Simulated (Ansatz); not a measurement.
# CH4ClGeO (SMILES [CH3][Ge]([OH])[Cl]) at UPBE-QIDH/6-31G(d) (spherical functions)

What is the vertical ionisation energy of CH4ClGeO at UPBE-QIDH/6-31G* (spherical functions)? 

The results are computed with Ansatz 0.2.0.

122 further runs of the same task are left out: 122 set aside as unsound or not needed.

### 1 The structure to begin with

CH4ClGeO: 8 atoms, total charge 0, spin state doublet. SMILES: `[CH3][Ge]([OH])[Cl]`. Geometry: relaxed at PBE0-D4/def2-TZVP. This is one conformer, not always the lowest.

Bond lengths: C1–Ge2 1.958 Å, Ge2–O3 1.780 Å, Ge2–Cl4 2.184 Å, C1–H5 1.090 Å, C1–H6 1.092 Å, C1–H7 1.089 Å, O3–H8 0.961 Å. Angles: C1–Ge2–O3 104.8°, C1–Ge2–Cl4 109.0°, O3–Ge2–Cl4 106.9°, Ge2–C1–H5 109.2°, Ge2–C1–H6 107.2°, Ge2–C1–H7 109.9°, Ge2–O3–H8 113.2°, H5–C1–H6 110.0°, H5–C1–H7 110.2°, H6–C1–H7 110.2°.

### 2 A single-point energy at UPBE-QIDH/6-31G(d) (spherical functions)

Contents of in.yaml:

```yaml
crystal:
  periodic: [false, false, false]
  atoms:
    - symbol: C
      position_ang: [0.070000, 1.235100, -0.045900]
    - symbol: Ge
      position_ang: [-0.661500, -0.553500, 0.272700]
    - symbol: O
      position_ang: [0.714600, -1.504600, 0.880000]
    - symbol: Cl
      position_ang: [-1.247100, -1.432100, -1.639400]
    - symbol: H
      position_ang: [0.419500, 1.652400, 0.898100]
    - symbol: H
      position_ang: [0.906900, 1.122600, -0.737600]
    - symbol: H
      position_ang: [-0.694800, 1.876200, -0.480900]
    - symbol: H
      position_ang: [0.584600, -2.453200, 0.797100]
basis:
  gaussian: {orbitals: 6-31G_st_-spherical.json}
correlation: {frozen_orbitals: {C: 1, Cl: 5, Ge: 9, H: 0, O: 1}}
hamiltonian: {xc: {name: PBE-QIDH}}
accuracy: high
output: {orbitals: {seedname: orbitals}}
magnetization: {spin_polarized: true, initial_magnetization: 1}
```

The basis set 6-31G* is read from a file made from the Basis Set Exchange's data (not shown).

The run is started by

```console
$ ansatz run in.yaml --threads 1 --pin off --max-ram 3480MiB --events-out events.jsonl --progress --plain --runs-dir runs
```

The log of the run:

```text
Warning: RAYON_NUM_THREADS=1 ignored (pool sized by the plan → 1); use --threads N
Functional definition: PBE-QIDH
  name "PBE-QIDH"
  parameter a = 3^(-1/3)
  parameter c = 1/3
  exchange = (1 - a)*pbe_x + a*exact_x
  correlation = (1 - c)*pbe_c + c*(mp2_os + mp2_ss)
1884 factors; integrals over basis functions are off by at most 7.8e-9 eV
mean field evaluation 1: about -72143.8588 eV, gradient 3.0e1 eV
mean field evaluation 2: about -72143.8929 eV, gradient 3.0e1 eV
mean field evaluation 4: about -72147.7726 eV, gradient 3.3e0 eV
mean field evaluation 8: about -72147.8492 eV, gradient 1.7e-1 eV
mean field evaluation 16: about -72147.8497 eV, gradient 5.4e-4 eV
mean field -72147.84969313 eV, -2651.3845726537 hartree, gradient 7.2e-8 eV, S^2 0.755169; 0 other end points of the search recorded, 0 dependent functions left out
16 core orbitals not correlated: weight in the atoms' cores, before any rotation towards them, 1.000 or more for the frozen orbitals, at most 0.000 for the correlated occupied ones
reference -72147.84969415 eV, -2651.3845726909 hartree; 18, 17 occupied and 52, 53 virtual orbitals, 1884 factors
second order -20.63762658 eV of doubles, -0.00000000 eV of singles
Total energy: -72154.72890301 eV, -2651.6373789536 hartree
```

Run time: 19 s. Hardware: 1 thread of Arm Neoverse V2, shared host; peak memory 0.48 GiB.

### 3 The singlet cation

Contents of input.yaml:

```yaml
crystal:
  periodic: [false, false, false]
  atoms:
    - symbol: C
      position_ang: [0.070000, 1.235100, -0.045900]
    - symbol: Ge
      position_ang: [-0.661500, -0.553500, 0.272700]
    - symbol: O
      position_ang: [0.714600, -1.504600, 0.880000]
    - symbol: Cl
      position_ang: [-1.247100, -1.432100, -1.639400]
    - symbol: H
      position_ang: [0.419500, 1.652400, 0.898100]
    - symbol: H
      position_ang: [0.906900, 1.122600, -0.737600]
    - symbol: H
      position_ang: [-0.694800, 1.876200, -0.480900]
    - symbol: H
      position_ang: [0.584600, -2.453200, 0.797100]
basis:
  gaussian:
    orbitals: 6-31G_st_-spherical.json
correlation:
  frozen_orbitals: {C: 1, Cl: 5, Ge: 9, H: 0, O: 1}
hamiltonian:
  xc: {name: PBE-QIDH}
accuracy: high
total_charge: 1
output: {orbitals: {seedname: orbitals}}
```

The basis set 6-31G* is read from a file made from the Basis Set Exchange's data (not shown).

The run is started by

```console
$ ansatz run input.yaml --threads 1 --pin off --max-ram 3480MiB --events-out events.jsonl --progress --plain --runs-dir runs
```

The log of the run, shortened:

```text
Warning: RAYON_NUM_THREADS=1 ignored (pool sized by the plan → 1); use --threads N
Functional definition: PBE-QIDH
  name "PBE-QIDH"
[...]
1882 factors; integrals over basis functions are off by at most 7.8e-9 eV
[...]
mean field -72139.20171788 eV, -2651.0667654250 hartree, gradient 5.3e-8 eV, S^2 0.000000; 0 other end points of the search recorded, 0 dependent functions left out
16 core orbitals not correlated: weight in the atoms' cores, before any rotation towards them, 1.000 or more for the frozen orbitals, at most 0.000 for the correlated occupied ones
reference -72139.20171888 eV, -2651.0667654619 hartree; 17, 17 occupied and 53, 53 virtual orbitals, 1882 factors
second order -21.17843311 eV of doubles, -0.00000000 eV of singles
Total energy: -72146.26119659 eV, -2651.3261964824 hartree
```

Wall time 14 s (1 thread of Arm Neoverse V2, shared host); peak memory 0.32 GiB.

### 4 Results

At UPBE-QIDH/6-31G* (spherical functions), 16 core orbitals frozen:

| quantity | value |
| --- | --- |
| doublet CH4ClGeO: total energy | -2651.63738 Eh |
| doublet CH4ClGeO: HOMO energy (SCF part's orbitals) (highest over α and β) | -8.27 eV |
| doublet CH4ClGeO: LUMO energy (SCF part's orbitals) (lowest over α and β) | -1.10 eV |
| doublet CH4ClGeO: ⟨S²⟩ | 0.755 |
| singlet cation: total energy | -2651.32620 Eh |
| singlet cation: HOMO energy (SCF part's orbitals) | -16.87 eV |
| singlet cation: LUMO energy (SCF part's orbitals) | -8.92 eV |
| singlet cation: HOMO–LUMO gap (SCF part's orbitals) | 7.95 eV |
| vertical ionisation energy (to the singlet cation) | 8.468 eV |

**Reading.** Removing an electron at fixed nuclei costs 8.47 eV (195 kcal/mol). Only the singlet of the ionised species was computed; a triplet could lie lower.
